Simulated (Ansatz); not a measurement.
# Molecular dynamics of W₈C₈N

Input:

```yaml
accuracy: low
crystal:
  lattice:
    - [5.79654, 0.0, 0.0]
    - [-2.89827, 5.019951, 0.0]
    - [0.0, 0.0, 15.249725]
  atoms:
    - { symbol: W, position: [0.0, 0.0, 0.065575] }
    - { symbol: C, position: [0.3374097, 0.1747369, 0.15397847] }
    - { symbol: W, position: [-0.00212193, 0.00217997, 0.24859149] }
    - { symbol: C, position: [0.30603893, 0.11192345, 0.33936739] }
    - { symbol: W, position: [0.0, 0.5, 0.065575] }
    - { symbol: C, position: [0.33741713, 0.66262058, 0.15397658] }
    - { symbol: W, position: [-0.00211145, 0.49563093, 0.24858792] }
    - { symbol: C, position: [0.30607495, 0.69398244, 0.33938037] }
    - { symbol: W, position: [0.5, 0.0, 0.065575] }
    - { symbol: C, position: [0.83334807, 0.16666386, 0.1499327] }
    - { symbol: W, position: [0.50440773, 0.00215938, 0.24858845] }
    - { symbol: C, position: [0.83339915, 0.16666444, 0.32296667] }
    - { symbol: W, position: [0.5, 0.5, 0.065575] }
    - { symbol: C, position: [0.82528411, 0.66261684, 0.15397931] }
    - { symbol: W, position: [0.50005994, 0.49998724, 0.26184241] }
    - { symbol: C, position: [0.88813896, 0.69401976, 0.33935664] }
    - { symbol: "N", position: [0.1668098, 0.83329502, 0.37238326] }
basis:
  ecutwfc: 420.0
kpoints:
  mp_grid: { grid: [2, 2, 1] }
hamiltonian:
  xc: pbe
  pseudopotentials: { kind: paw, azcp: { folder: soft_1 } }
scf:
  occupations: { method: fermi_dirac, width: 0.1 }
  lower_state_search: "off"
  convergence: { dr2_threshold: 0.1 }
  max_iter: 57
md:
  timestep: 1
  n_steps: 200
  ensemble: nvt_langevin
  temperature: 300.0
  initial_velocities: maxwell_boltzmann
  seed: 707552
  friction: 0.01
  constraints: [{ sites: [0, 4, 8, 12] }]
```

Run as:

```bash
$ ansatz run input.yaml --threads 1 --pin off --max-ram 3072MiB --backend cpu --events-out ev --progress --plain --runs-dir out
```

It starts from a relaxed structure.

Output, in part (warnings, step lines):

```
WARN: F and its Harris–Foulkes estimate disagree by 1.48e-2 eV at the final density (on a DFT+U run the figure also counts the on-site term, by absolute value) — the energy may not be reliable. Consider tightening scf.convergence.
WARN: F and its Harris–Foulkes estimate disagree by 1.01e-2 eV at the final density (on a DFT+U run the figure also counts the on-site term, by absolute value) — the energy may not be reliable. Consider tightening scf.convergence.
WARN: F and its Harris–Foulkes estimate disagree by 2.88e-2 eV at the final density (on a DFT+U run the figure also counts the on-site term, by absolute value) — the energy may not be reliable. Consider tightening scf.convergence.
WARN: F and its Harris–Foulkes estimate disagree by 5.03e-2 eV at the final density (on a DFT+U run the figure also counts the on-site term, by absolute value) — the energy may not be reliable. Consider tightening scf.convergence.
WARN: F and its Harris–Foulkes estimate disagree by 4.46e-2 eV at the final density (on a DFT+U run the figure also counts the on-site term, by absolute value) — the energy may not be reliable. Consider tightening scf.convergence.
WARN: F and its Harris–Foulkes estimate disagree by 4.12e-2 eV at the final density (on a DFT+U run the figure also counts the on-site term, by absolute value) — the energy may not be reliable. Consider tightening scf.convergence.
md step     0: t =     0.00 fs  T =   300.0 K  F+E_penalty+E_count = -85464.02463475 eV  E_kin = 0.504114 eV  (6 SCF iters)
md step     1: t =     1.00 fs  T =   305.4 K  F+E_penalty+E_count = -85464.02941577 eV  E_kin = 0.513210 eV  (2 SCF iters)
md step     2: t =     2.00 fs  T =   315.4 K  F+E_penalty+E_count = -85464.01112802 eV  E_kin = 0.530065 eV  (2 SCF iters)
md step     3: t =     3.00 fs  T =   302.1 K  F+E_penalty+E_count = -85463.98893111 eV  E_kin = 0.507607 eV  (2 SCF iters)
md step     4: t =     4.00 fs  T =   273.7 K  F+E_penalty+E_count = -85463.94182639 eV  E_kin = 0.459955 eV  (2 SCF iters)
md step     5: t =     5.00 fs  T =   253.9 K  F+E_penalty+E_count = -85463.88827757 eV  E_kin = 0.426662 eV  (2 SCF iters)
md step     6: t =     6.00 fs  T =   235.9 K  F+E_penalty+E_count = -85463.88768425 eV  E_kin = 0.396384 eV  (4 SCF iters)
md step     7: t =     7.00 fs  T =   199.6 K  F+E_penalty+E_count = -85463.84328590 eV  E_kin = 0.335359 eV  (2 SCF iters)
[... lines left out ...]
md step   199: t =   199.00 fs  T =   242.4 K  F+E_penalty+E_count = -85463.70925185 eV  E_kin = 0.407246 eV  (3 SCF iters)
md step   200: t =   200.00 fs  T =   238.2 K  F+E_penalty+E_count = -85463.68327175 eV  E_kin = 0.400329 eV  (2 SCF iters)
```

The steps, from the saved trajectory:

```
time (fs)  T (K)  potential energy less start (eV)
        0    300                             0.000
        6    236                             0.137
       12     88                             0.388
       18    115                             0.308
       24    240                             0.171
       30    240                             0.260
       36    132                             0.345
       42    167                             0.320
       48    287                             0.221
       54    282                             0.314
       60    223                             0.453
       66    239                             0.428
       72    320                             0.347
       78    219                             0.374
       84    234                             0.418
       90    268                             0.412
       96    207                             0.436
      102    195                             0.433
      108    236                             0.349
      114    216                             0.328
      120    201                             0.372
      126    187                             0.419
      132    179                             0.416
      138    210                             0.397
      144    183                             0.452
      150    200                             0.435
      156    181                             0.343
      162    214                             0.260
      168    229                             0.285
      174    220                             0.360
      180    214                             0.357
      186    243                             0.324
      192    220                             0.281
      198    242                             0.312
```

The run went to its last step. The mean temperature of the second half is 31 % below the set value. A run of 0.2 ps of so small a system gives no equilibrium averages. The SCF threshold is loose, so the forces are noisy. Limits of this set-up: coarse k mesh, thin slab, slab without dipole correction, odd electron count without spin, low accuracy level.

Mean squared displacements from the first frame to the last: W 0.00 Å², C 0.00 Å², N 0.01 Å².

Last frame:

```xyz
17
Lattice="5.7965 0.0000 0.0000 -2.8983 5.0200 0.0000 0.0000 0.0000 15.2497" Properties=species:S:1:pos:R:3
W 0.000 0.000 1.000
C 1.488 0.871 2.333
W 0.017 -0.011 3.779
C 1.422 0.508 5.206
W -1.449 2.510 1.000
C 0.064 3.362 2.358
W -1.481 2.435 3.800
C -0.220 3.449 5.148
W 2.898 0.000 1.000
C 4.377 0.848 2.372
W 2.908 -0.003 3.791
C 4.368 0.791 4.964
W 1.449 2.510 1.000
C 2.836 3.309 2.374
W 1.411 2.541 4.014
C 3.067 3.452 5.161
N -1.406 4.104 5.617
```

The run took 17 min on 1 thread of Arm Neoverse V1, with other jobs on the host, peak memory 0.73 GiB.
